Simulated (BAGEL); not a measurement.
**CH4BFOS (SMILES CSB(O)F) at HF/STO-3G (density fitting with qzvpp-jkfit)**

What is the vertical ionisation energy of CH4BFOS at HF/STO-3G (density fitting with qzvpp-jkfit)? 

The results are computed with BAGEL 1.2.2.

1 further run of the same task is left out (set aside as unsound or not needed).

## Step 1: The structure to begin with

The species is CH4BFOS (9 atoms), meant as a singlet with charge 0. SMILES: `CSB(O)F`. The shape is that of a PBE0-D4/def2-TZVP optimisation. This is one conformer, not always the lowest.

Bond lengths: C1–S2 1.810 Å, S2–B3 1.799 Å, B3–O4 1.354 Å, B3–F5 1.336 Å, C1–H6 1.089 Å, C1–H7 1.088 Å, C1–H8 1.088 Å, O4–H9 0.962 Å. Some angles: C1–S2–B3 101.1°, S2–B3–O4 122.0°, S2–B3–F5 117.9°, O4–B3–F5 120.1°, S2–C1–H6 106.7°, S2–C1–H7 110.7°, S2–C1–H8 110.7°, B3–O4–H9 112.6°, H6–C1–H7 109.4°, H6–C1–H8 109.4°.

## Step 2: The energy at HF/STO-3G (density fitting with qzvpp-jkfit)

Contents of hf.json:

```json
{ "bagel": [

{
  "title": "molecule",
  "basis": "sto-3g",
  "df_basis": "qzvpp-jkfit",
  "angstrom": true,
  "geometry": [
    { "atom": "C", "xyz": [    1.160300,   -0.244100,    0.939700 ] },
    { "atom": "S", "xyz": [    1.023700,    0.764300,   -0.557200 ] },
    { "atom": "B", "xyz": [   -0.686600,    0.459700,   -1.024200 ] },
    { "atom": "O", "xyz": [   -1.494400,   -0.351900,   -0.301500 ] },
    { "atom": "F", "xyz": [   -1.151300,    1.063600,   -2.121800 ] },
    { "atom": "H", "xyz": [    2.181200,   -0.129700,    1.301700 ] },
    { "atom": "H", "xyz": [    0.464800,    0.101600,    1.701800 ] },
    { "atom": "H", "xyz": [    0.970200,   -1.292100,    0.716900 ] },
    { "atom": "H", "xyz": [   -2.379400,   -0.417800,   -0.672600 ] }
  ]
},
{
  "title": "hf"
},
{
  "title": "print",
  "file": "orbitals.molden",
  "orbitals": true
}

]}
```

On the command line:

```console
BAGEL_NUM_THREADS=1 BAGEL hf.json > hf.out
```

What it wrote:

```text
* using 1 threads per process

  ===============================================================
  ===============================================================

  *** Geometry ***

  { "atom" : "C", "xyz" : [      2.192649,     -0.461282,      1.775776 ] },
  { "atom" : "S", "xyz" : [      1.934513,      1.444318,     -1.052955 ] },
  { "atom" : "B", "xyz" : [     -1.297486,      0.868707,     -1.935457 ] },
  { "atom" : "O", "xyz" : [     -2.824007,     -0.664995,     -0.569752 ] },
  { "atom" : "F", "xyz" : [     -2.175642,      2.009913,     -4.009621 ] },
  { "atom" : "H", "xyz" : [      4.121871,     -0.245097,      2.459856 ] },
  { "atom" : "H", "xyz" : [      0.878345,      0.191996,      3.215936 ] },
  { "atom" : "H", "xyz" : [      1.833412,     -2.441715,      1.354745 ] },
  { "atom" : "H", "xyz" : [     -4.496414,     -0.789528,     -1.271030 ] },

  Number of auxiliary basis functions:      504

  Since a DF basis is specified, we compute 2- and 3-index integrals:
    o Being stored without compression. Storage requirement is 0.004 GB

  Number of basis functions:       33
  Number of electrons      :       48

    * METHOD: MOLECULE                             0.26

  *** RHF ***

  === Nuclear Repulsion ===
   216.8080572302

      * DIIS with orbital gradients will be used.

  === RHF iteration (sto-3g) ===
      0       -629.20424103          0.01714387           0.04
      1       -629.30285405          0.00453812           0.04
      2       -629.30932283          0.00083751           0.04
      3       -629.30969588          0.00009992           0.03
      4       -629.30970118          0.00003461           0.03
      5       -629.30970202          0.00001029           0.03
      6       -629.30970210          0.00000205           0.03
      7       -629.30970210          0.00000050           0.03
      8       -629.30970210          0.00000013           0.03
      9       -629.30970210          0.00000004           0.03
     10       -629.30970210          0.00000001           0.03
     11       -629.30970210          0.00000000           0.03
    * SCF iteration converged.

    * Permanent dipole moment:
           (    0.493345,     0.276242,    -0.131507) a.u.

    * METHOD: HF                                   0.54

    * METHOD: PRINT                                0.00

  ===============================================================
```

Run time: 1.1 s. Hardware: 1 thread of Intel Xeon Platinum 8259CL at 2.50GHz (Skylake/Cascade Lake), shared host; peak memory 0.08 GiB.

## Step 3: The doublet cation

Contents of input.json:

```json
{ "bagel": [

{
  "title": "molecule",
  "basis": "sto-3g",
  "df_basis": "qzvpp-jkfit",
  "angstrom": true,
  "geometry": [
    { "atom": "C", "xyz": [       1.160300,      -0.244100,       0.939700 ] },
    { "atom": "S", "xyz": [       1.023700,       0.764300,      -0.557200 ] },
    { "atom": "B", "xyz": [      -0.686600,       0.459700,      -1.024200 ] },
    { "atom": "O", "xyz": [      -1.494400,      -0.351900,      -0.301500 ] },
    { "atom": "F", "xyz": [      -1.151300,       1.063600,      -2.121800 ] },
    { "atom": "H", "xyz": [       2.181200,      -0.129700,       1.301700 ] },
    { "atom": "H", "xyz": [       0.464800,       0.101600,       1.701800 ] },
    { "atom": "H", "xyz": [       0.970200,      -1.292100,       0.716900 ] },
    { "atom": "H", "xyz": [      -2.379400,      -0.417800,      -0.672600 ] }
  ]
},

{
  "title": "uhf",
  "charge": 1,
  "nopen": 1
},

{
  "title": "print",
  "file": "orbitals.molden",
  "orbitals": true
}

]}
```

On the command line:

```console
BAGEL_NUM_THREADS=1 BAGEL input.json > input.out
```

What it wrote:

```text
* using 1 threads per process

  ===============================================================
  ===============================================================

  *** Geometry ***

  { "atom" : "C", "xyz" : [      2.192649,     -0.461282,      1.775776 ] },
  { "atom" : "S", "xyz" : [      1.934513,      1.444318,     -1.052955 ] },
  { "atom" : "B", "xyz" : [     -1.297486,      0.868707,     -1.935457 ] },
  { "atom" : "O", "xyz" : [     -2.824007,     -0.664995,     -0.569752 ] },
  { "atom" : "F", "xyz" : [     -2.175642,      2.009913,     -4.009621 ] },
  { "atom" : "H", "xyz" : [      4.121871,     -0.245097,      2.459856 ] },
  { "atom" : "H", "xyz" : [      0.878345,      0.191996,      3.215936 ] },
  { "atom" : "H", "xyz" : [      1.833412,     -2.441715,      1.354745 ] },
  { "atom" : "H", "xyz" : [     -4.496414,     -0.789528,     -1.271030 ] },

  Number of auxiliary basis functions:      504

  Since a DF basis is specified, we compute 2- and 3-index integrals:
    o Being stored without compression. Storage requirement is 0.004 GB

  Number of basis functions:       33
  Number of electrons      :       48

    * METHOD: MOLECULE                             0.34

  *** Open-shell HF ***

  === Nuclear Repulsion ===
   216.8080572302

      * DIIS with orbital gradients will be used.

  === UHF iteration (sto-3g) ===
      0       -628.96046497          0.03722311           0.09
      1       -629.08180334          0.01148556           0.09
      2       -629.09187193          0.00358973           0.09
      3       -629.09305492          0.00077596           0.09
      4       -629.09327930          0.00018854           0.09
      5       -629.09331079          0.00006639           0.09
      6       -629.09332684          0.00001571           0.09
      7       -629.09333112          0.00001029           0.07
      8       -629.09333432          0.00000358           0.06
      9       -629.09333458          0.00000129           0.06
     10       -629.09333459          0.00000046           0.06
     11       -629.09333460          0.00000027           0.07
     12       -629.09333461          0.00000012           0.06
     13       -629.09333461          0.00000005           0.06
     14       -629.09333461          0.00000002           0.06
     15       -629.09333461          0.00000001           0.06
     16       -629.09333461          0.00000001           0.06
    * SCF iteration converged.

    * S^2 (UHF) is 0.7582

    * Permanent dipole moment:
           (   -0.515700,     0.215460,    -0.575987) a.u.

    * METHOD: UHF                                  1.49

    * METHOD: PRINT                                0.00

  ===============================================================
```

Wall time 2.1 s (1 thread of Intel Xeon Platinum 8259CL at 2.50GHz (Skylake/Cascade Lake), shared host); peak memory 0.08 GiB.

## Step 4: Summary of results

At HF/STO-3G (density fitting with qzvpp-jkfit):

| quantity | value |
| --- | --- |
| singlet CH4BFOS: total energy | -629.30970 Eh |
| singlet CH4BFOS: dipole moment | 1.48 D |
| singlet CH4BFOS: HOMO energy | -7.09 eV |
| singlet CH4BFOS: LUMO energy | 9.37 eV |
| singlet CH4BFOS: HOMO–LUMO gap | 16.46 eV |
| doublet cation: total energy | -629.09333 Eh |
| doublet cation: ⟨S²⟩ | 0.758 |
| vertical ionisation energy (to the doublet cation) | 5.888 eV |

The vertical ionisation energy comes to 5.89 eV (136 kcal/mol). −ε(HOMO) before ionisation, 7.09 eV, is 1.20 eV above this ionisation energy. In a minimal basis such a difference can be off by several eV, whatever the method.
